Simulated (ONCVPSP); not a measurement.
# An ONCV potential for fluorine, from input to tests

Aim: build the potential from the settings below, then test how well it stands in for the atom: other configurations, scattering, ghost states and the plane-wave cutoff that it needs.

Program: ONCVPSP 4.0.1. Reference atom: PBEsol, non-relativistic, spherical and spin-unpolarised. All values are calculated.

## 1. The design

The settings as typed:

* element: fluorine (F, Z = 9)
* type: optimised norm-conserving Vanderbilt (ONCV)
* frozen core: [He]
* valence charge: 7
* reference configuration: 2s2 2p3.5 (charge +1.5)
* partial waves: 2s: rc 0.70 bohr, ncon 5, nbas 9, qcut 11.5 1/bohr, 1 projector; 2p: rc 1.55 bohr, ncon 4, nbas 8, qcut 10.9 1/bohr, 1 projector; d scattering state at 0.22 Ha: rc 1.25 bohr, ncon 5, nbas 10, qcut 6.8 1/bohr, 2 projectors, debl 1.7 Ha
* local potential: polynomial inside 0.55 bohr (lpopt 5, dvloc0 6 Ha)
* core correction: not asked for

An earlier all-electron run gives the scale for the radii.

All-electron outer shells of the reference configuration (PBEsol, non-relativistic, ld1.x):

```csv
shell,level (eV),outermost node (bohr),outermost maximum (bohr)
1s,-693.57,–,0.12
2s,-57.03,0.24,0.74
2p,-38.15,–,0.66
```

## 2. Generating the potential

F.dat reads:

```
# ATOM AND REFERENCE CONFIGURATION
# atsym  z   nc   nv     iexc    psfile
  F 9.00    1    2  -116133      upf
#
#   n    l    f
    1    0    2.00
    2    0    2.00
    2    1    3.50
#
# PSEUDOPOTENTIAL AND OPTIMIZATION
# lmax
    2
#
#   l,   rc,      ep,       ncon, nbas, qcut
    0    0.70    0.00    5    9   11.50
    1    1.55    0.00    4    8   10.90
    2    1.25    0.22    5   10    6.80
#
# LOCAL POTENTIAL
# lloc, lpopt,  rc(5),   dvloc0
    4    5    0.55    6.00
#
# VANDERBILT-KLEINMAN-BYLANDER PROJECTORs
# l, nproj, debl
    0    1    2.40
    1    1    0.70
    2    2    1.70
#
# MODEL CORE CHARGE
# icmod, fcfact, rcfact
    0    0.00    0.00
#
# LOG DERIVATIVE ANALYSIS
# epsh1, epsh2, depsh
   -4.00    5.00    0.02
#
# OUTPUT GRID
# rlmax, drl
    6.00    0.01
#
# TEST CONFIGURATIONS
# ncnf
    4
# nvcnf
#   n    l    f
    2
    2    0    2.00
    2    1    5.00
#
    2
    2    0    2.00
    2    1    4.00
#
    2
    2    0    2.00
    2    1    3.00
#
    2
    2    0    1.00
    2    1    5.00
#
```

The run is started by

```
$ oncvpspnr.x < F.dat > F.out
```

**Question.** What will these runs give? Wanted: cutoffs for 1 and 0.1 mHa per electron, occupied waves; bound ghosts; GHOST(+) flags; largest test error; largest phase difference near zero energy, channels read.

**Answer**, as computed:

```
                                                quantity                  value
  cutoffs for 1 and 0.1 mHa per electron, occupied waves        58 Ha and 94 Ha
                                            bound ghosts             none found
                                          GHOST(+) flags     none at low energy
                            largest test error (AE − PS)  +122 meV, for 2s1 2p5
largest phase difference near zero energy, channels read              0.046 rad
```

What this shows: The worst unpolarised test, 2s1 2p5, is off by 122 meV on 2.3 eV; by total energies transferability rates as poor. It counts as hard, with 58 Ha needed at the looser tolerance. At the looser tolerance the 2s wave is the slowest; 2p needs 36 Ha. No bound ghost shows below the valence levels. Of the channels read, p scatters worst near zero energy, by up to 0.05 rad. All of this concerns the isolated atom, not yet a solid.
